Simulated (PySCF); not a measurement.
**The bond of ZnSb, level by level**

One table from this session's results is given with a row withheld; the runs are named, their logs left out.

Method: Zn def2-SVP, Sb def2-SVP with ECP28, scalar-relativistic core potentials; program: PySCF 2.14.0.

Set-up of the first run:

Settings of the job:

```yaml
atoms: Zn, Sb
charge: 0
basis: Zn def2-SVP, Sb def2-SVP with ECP28
Hamiltonian: scalar-relativistic core potentials
basis_functions: 57
electrons_treated: 53
masses_in_u: 63.9291, 120.9038
levels: PBE0, PBE, r²SCAN, PBEsol, MN15, revPBE, HSE06, HF, MP2, SCS-MP2
grid: 80 radial by 434 angular points
occupations: held fixed by the projection of orbital angular momentum
dissociation_limit: Zn + Sb, each in its ground configuration
starting_distance_in_angstrom: 2.555
values_of_2S_to_try: 1, 3
```

Run with:

```
OMP_NUM_THREADS=1 python dia.py task.json out
```

Among the steps run: The job; First curve: PBE0; Excited determinants; PBE; r²SCAN (meta-GGA); PBEsol (GGA); MN15 (hybrid meta-GGA); revPBE (GGA); HSE06 (range-separated hybrid); UHF.

One table of the session follows, with a row left open; its other results are not shown here.

It belongs to the step «The curves together». Energy (eV) from each level's lowest point:

| R (Å) | UHF | UHF-MP2 | UHF-SCS-MP2 | PBE | PBEsol |
| --- | --- | --- | --- | --- | --- |
| 2.415 | 0.566 | 0.366 | 0.458 | 0.314 | 0.236 |
| 2.527 | 0.321 | 0.162 | 0.239 | 0.129 | 0.080 |
| 2.639 | 0.183 | 0.057 | 0.119 | 0.036 | 0.013 |
| 2.724 | 0.125 | 0.019 | 0.071 | 0.007 | 0.000 |
| 2.808 | 0.091 | 0.003 | 0.046 | 0.000 | 0.009 |
| 2.892 | ? | ? | ? | ? | ? |
| 3.005 | 0.056 | 0.005 | 0.027 | 0.036 | 0.075 |
| 3.145 | 0.043 | 0.014 | 0.023 | 0.082 | 0.138 |
| 3.313 | 0.026 | 0.020 | 0.016 | 0.141 | 0.216 |
| 3.538 | 0.000 | 0.018 | 0.000 | 0.214 | 0.307 |

**Question.** Estimate the row for R (Å) = 2.892.

Worked estimate for «UHF». A straight line through the neighbours (2.808, 0.091) and (3.005, 0.056) gives 0.091 + (0.056 − 0.091) × (2.892 − 2.808) / (3.005 − 2.808) = 0.076; a parabola fitted to 4 rows on both sides gives 0.073.

The run gave: UHF: 0.071; UHF-MP2: 0.000; UHF-SCS-MP2: 0.034; PBE: 0.009; PBEsol: 0.031. In «UHF» the line misses by +0.005 and the parabola by +0.002.
